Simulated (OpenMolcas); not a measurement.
**BBrF2 (SMILES FB(F)Br) at 6 levels**

We compute a comparison of 6 runs (HF/aug-cc-pVDZ, B3LYP/aug-cc-pVDZ, PBE/aug-cc-pVDZ, PBE0/aug-cc-pVDZ, TPSS/aug-cc-pVDZ, revPBE/aug-cc-pVDZ) of BBrF2. 

The results are computed with OpenMolcas 26.06.

## 1. Starting point

BBrF2 has 4 atoms, charge 0, and is taken as a singlet. SMILES: `FB(F)Br`. The shape is that of a PBE0-D4/def2-TZVP optimisation.

Bond lengths: F1–B2 1.309 Å, B2–F3 1.309 Å, B2–Br4 1.903 Å. Angles: F1–B2–F3 119.2°, F1–B2–Br4 120.4°, F3–B2–Br4 120.4°.

## 2. Energy and forces at HF/aug-cc-pVDZ (run 1)

File job.inp:

```
&GATEWAY
  BasLib=$CurrDir
  Coord
  4
  bohr
  F     -0.40751944    -2.58229185    -0.20762421
  B     -0.24177156    -0.11967636    -0.04302906
  F     -2.29114175     1.24652004    -0.27259299
  Br     2.94043275     1.45544816     0.52324627
  Basis=aug-cc-pVDZ
  Group=NoSym

&SEWARD

&SCF
  Thresholds=1e-10 1e-07 1e-07 1e-05
  PrOrbitals=1 1

&ALASKA
```

The basis set aug-cc-pVDZ is read from a file made from the Basis Set Exchange's data (not shown).

Run with:

```console
$ export MOLCAS_MEM=1860
$ pymolcas job.inp > job.log
```

Log:

```text
--- Start Module: gateway ---
[...]
--- Stop Module: gateway /rc=_RC_ALL_IS_WELL_ ---
[...]
      Basis functions          105
[...]
--- Start Module: scf ---
[...]
       Convergence after  13 Iterations
[...]
::    Total SCF energy                              -2796.1318339108
[...]
      Total spin, S                                     0.0000000000
[...]
      Total electronic charge=   58.000000
      Total            charge=   -0.000000
[...]
      Dipole Moment (debye):
      Origin of the operator (angstrom)=    0.7368    0.3647    0.1311
                   X=  2.1590E-01               Y=  1.0683E-01               Z=  3.8401E-02           Total=  2.4392E-01
      Quadrupole Moment (debye*angstrom):
[...]
--- Stop Module: scf /rc=_RC_ALL_IS_WELL_ ---
[...]
--- Start Module: alaska ---
[...]
 *              Molecular gradients               *
 **************************************************
  Irreducible representation: a
 ------------------------------------------------------------------------------------------
                              X                       Y                       Z
 ------------------------------------------------------------------------------------------
  F1                1.22267365792084E-03    1.88355519952310E-03    2.90502662236403E-04
  B2               -6.48277331647407E-04   -3.26903040411608E-04   -1.16720643472679E-04
  F3                2.22885619422897E-03   -1.69048946924377E-04    3.24790101789763E-04
  BR4              -2.80325252050773E-03   -1.38760321218356E-03   -4.98572120553042E-04
 ------------------------------------------------------------------------------------------
--- Stop Module: alaska /rc=_RC_ALL_IS_WELL_ ---
[...]
```

Wall time 15 s (1 thread of Arm Neoverse V2, shared host); peak memory 0.6 GiB.

## 3. Energy and forces at B3LYP/aug-cc-pVDZ (run 2)

File run.inp:

```
>>> EXPORT MOLCAS_PRINT=2
&GATEWAY
BasLib=$CurrDir
Coord
4
angstrom
F       -0.215650      -1.366490      -0.109870
B       -0.127940      -0.063330      -0.022770
F       -1.212420       0.659630      -0.144250
Br       1.556010       0.770190       0.276890
Basis=aug-cc-pVDZ
Group=NoSym
&SEWARD
GridInput
Grid=UltraFine
End of Grid
&SCF
KSDFT=B3LYP
Thresholds=1e-10 1e-07 1e-07 1e-05
PrOrbitals=0
&ALASKA
```

The basis set aug-cc-pVDZ is read from a file made from the Basis Set Exchange's data (not shown).

Run with:

```console
$ export MOLCAS_MEM=1860
$ pymolcas run.inp > run.log
```

Log:

```text
--- Start Module: gateway ---
[...]
--- Stop Module: gateway /rc=_RC_ALL_IS_WELL_ ---
[...]
      Basis functions          105
[...]
--- Start Module: scf ---
[...]
       Convergence after  14 Iterations
[...]
::    Total KS-DFT energy                           -2798.8717882288
[...]
      Total spin, S                                     0.0000000000
[...]
      Total electronic charge=   58.000000
      Total            charge=   -0.000000
[...]
      Dipole Moment (debye):
      Origin of the operator (angstrom)=    0.7368    0.3647    0.1311
                   X=  2.2474E-01               Y=  1.1120E-01               Z=  3.9978E-02           Total=  2.5391E-01
      Quadrupole Moment (debye*angstrom):
[...]
--- Stop Module: scf /rc=_RC_ALL_IS_WELL_ ---
[...]
--- Start Module: alaska ---
[...]
 *              Molecular gradients               *
 **************************************************
  Irreducible representation: a
 ------------------------------------------------------------------------------------------
                              X                       Y                       Z
 ------------------------------------------------------------------------------------------
  F1                1.31670109925519E-03    1.83493236871435E-02    1.23900956005429E-03
  B2               -1.15376295864245E-02   -5.71676569712665E-03   -2.05423042044250E-03
  F3                1.53145745298460E-02   -1.01112625817326E-02    1.72140100438334E-03
  BR4              -5.09364604263851E-03   -2.52129540834289E-03   -9.06180144010449E-04
 ------------------------------------------------------------------------------------------
--- Stop Module: alaska /rc=_RC_ALL_IS_WELL_ ---
[...]
```

Run time: 33 s. Hardware: 1 thread of Arm Neoverse V2, shared host; peak memory 0.6 GiB.

Runs 3 to 4 aren't shown in full; the table further down has their settings and results.

## 4. Energy and forces at TPSS/aug-cc-pVDZ (run 5)

File test.inp:

```
&gateway
baslib = $CurrDir
coord
4
bohr
F     -0.40751944    -2.58229185    -0.20762421
B     -0.24177156    -0.11967636    -0.04302906
F     -2.29114175     1.24652004    -0.27259299
Br     2.94043275     1.45544816     0.52324627
basis = aug-cc-pVDZ
group = NoSym
&seward
gridinput
Grid=UltraFine
End of Grid
&scf
ksdft = 2
1.0 MGGA_X_TPSS
1.0 MGGA_C_TPSS
thresholds = 1e-10 1e-07 1e-07 1e-05
prorbitals = 1 1
&alaska
```

The basis set aug-cc-pVDZ is read from a file made from the Basis Set Exchange's data (not shown).

Run with:

```console
$ export MOLCAS_MEM=1860
$ pymolcas test.inp > test.log
```

Log:

```text
--- Start Module: gateway ---
[...]
--- Stop Module: gateway /rc=_RC_ALL_IS_WELL_ ---
[...]
      Basis functions          105
[...]
--- Start Module: scf ---
[...]
       Convergence after  15 Iterations
[...]
::    Total KS-DFT energy                           -2798.7684050055
[...]
      Total spin, S                                     0.0000000000
[...]
      Total electronic charge=   58.000000
      Total            charge=   -0.000000
[...]
      Dipole Moment (debye):
      Origin of the operator (angstrom)=    0.7368    0.3647    0.1311
                   X=  1.5285E-01               Y=  7.5622E-02               Z=  2.7187E-02           Total=  1.7269E-01
      Quadrupole Moment (debye*angstrom):
[...]
--- Stop Module: scf /rc=_RC_ALL_IS_WELL_ ---
[...]
--- Start Module: alaska ---
[...]
 *              Molecular gradients               *
 **************************************************
  Irreducible representation: a
 ------------------------------------------------------------------------------------------
                              X                       Y                       Z
 ------------------------------------------------------------------------------------------
  F1                1.47012631667742E-03    2.63851071323913E-02    1.71803223016598E-03
  B2               -1.82894198516621E-02   -9.05888802068144E-03   -3.25562309956640E-03
  F3                2.17660552862604E-02   -1.48776291526040E-02    2.41764201637995E-03
  BR4              -4.94676175131303E-03   -2.44858995904806E-03   -8.80051146975092E-04
 ------------------------------------------------------------------------------------------
--- Stop Module: alaska /rc=_RC_ALL_IS_WELL_ ---
[...]
```

Run time: 47 s. Hardware: 1 thread of Arm Neoverse V2, shared host; peak memory 0.6 GiB.

## 5. Energy and forces at revPBE/aug-cc-pVDZ (run 6)

File test.input:

```
&gateway
  baslib=$CurrDir
  coord
  4
  angstrom
  F       -0.215650      -1.366490      -0.109870
  B       -0.127940      -0.063330      -0.022770
  F       -1.212420       0.659630      -0.144250
  Br       1.556010       0.770190       0.276890
  basis=aug-cc-pVDZ
  group=NoSym

&seward
  gridinput
  Grid=UltraFine
  End of Grid

&scf
  ksdft=revPBE
  thresholds=1e-10 1e-07 1e-07 1e-05
  prorbitals=0

&alaska
```

The basis set aug-cc-pVDZ is read from a file made from the Basis Set Exchange's data (not shown).

Run with:

```console
$ export MOLCAS_MEM=1860
$ pymolcas test.input > test.log
```

Log:

```text
--- Start Module: gateway ---
[...]
--- Stop Module: gateway /rc=_RC_ALL_IS_WELL_ ---
[...]
      Basis functions          105
[...]
--- Start Module: scf ---
[...]
       Convergence after  17 Iterations
[...]
::    Total KS-DFT energy                           -2798.5427293127
[...]
      Total spin, S                                     0.0000000000
[...]
      Total electronic charge=   58.000000
      Total            charge=   -0.000000
[...]
      Dipole Moment (debye):
      Origin of the operator (angstrom)=    0.7368    0.3647    0.1311
                   X=  1.6441E-01               Y=  8.1343E-02               Z=  2.9244E-02           Total=  1.8574E-01
      Quadrupole Moment (debye*angstrom):
[...]
--- Stop Module: scf /rc=_RC_ALL_IS_WELL_ ---
[...]
--- Start Module: alaska ---
[...]
 *              Molecular gradients               *
 **************************************************
  Irreducible representation: a
 ------------------------------------------------------------------------------------------
                              X                       Y                       Z
 ------------------------------------------------------------------------------------------
  F1                1.63982066367296E-03    3.34221892086681E-02    2.14283013376715E-03
  B2               -2.04898314995088E-02   -1.01480749881420E-02   -3.64713853702892E-03
  F3                2.74372912976339E-02   -1.90235446901887E-02    3.03219059323379E-03
  BR4              -8.58728046182478E-03   -4.25056953035252E-03   -1.52788218997024E-03
 ------------------------------------------------------------------------------------------
--- Stop Module: alaska /rc=_RC_ALL_IS_WELL_ ---
[...]
```

Run time: 38 s. Hardware: 1 thread of Arm Neoverse V2, shared host; peak memory 0.6 GiB.

## 6. The series

| run | level | integration grid | energy (Eh) | dipole moment (D) | HOMO energy (eV) | LUMO energy (eV) | wall time |
| --- | --- | --- | --- | --- | --- | --- | --- |
| 1 | HF/aug-cc-pVDZ | – | -2796.131834 | 0.24 | -12.22 | 1.26 | 15 s |
| 2 | B3LYP/aug-cc-pVDZ | UltraFine | -2798.871788 | 0.25 | -8.82 | -0.78 | 33 s |
| 3 | PBE/aug-cc-pVDZ | UltraFine | -2798.228542 | 0.21 | -7.73 | -1.56 | 36 s |
| 4 | PBE0/aug-cc-pVDZ | UltraFine | -2798.321855 | 0.24 | -9.11 | -0.54 | 31 s |
| 5 | TPSS/aug-cc-pVDZ | UltraFine | -2798.768405 | 0.17 | -7.83 | -1.40 | 47 s |
| 6 | revPBE/aug-cc-pVDZ | UltraFine | -2798.542729 | 0.19 | -7.67 | -1.44 | 38 s |

## 7. Outcome

```
                       quantity           value
            run 6: total energy  -2798.54273 Eh
           run 6: dipole moment          0.19 D
             run 6: HOMO energy        -7.67 eV
             run 6: LUMO energy        -1.44 eV
           run 6: HOMO–LUMO gap         6.23 eV
run 6: largest force on an atom      1.724 eV/Å
```

The dipole moment (its size) runs from 0.17 D (TPSS/aug-cc-pVDZ) to 0.25 D (B3LYP/aug-cc-pVDZ). The HOMO–LUMO gap runs from 6.17 eV (PBE/aug-cc-pVDZ) to 13.48 eV (HF/aug-cc-pVDZ). Exact exchange widens orbital gaps. Totals of different functionals can't be ranked against each other. All runs together took 3.3 min, the longest 47 s.
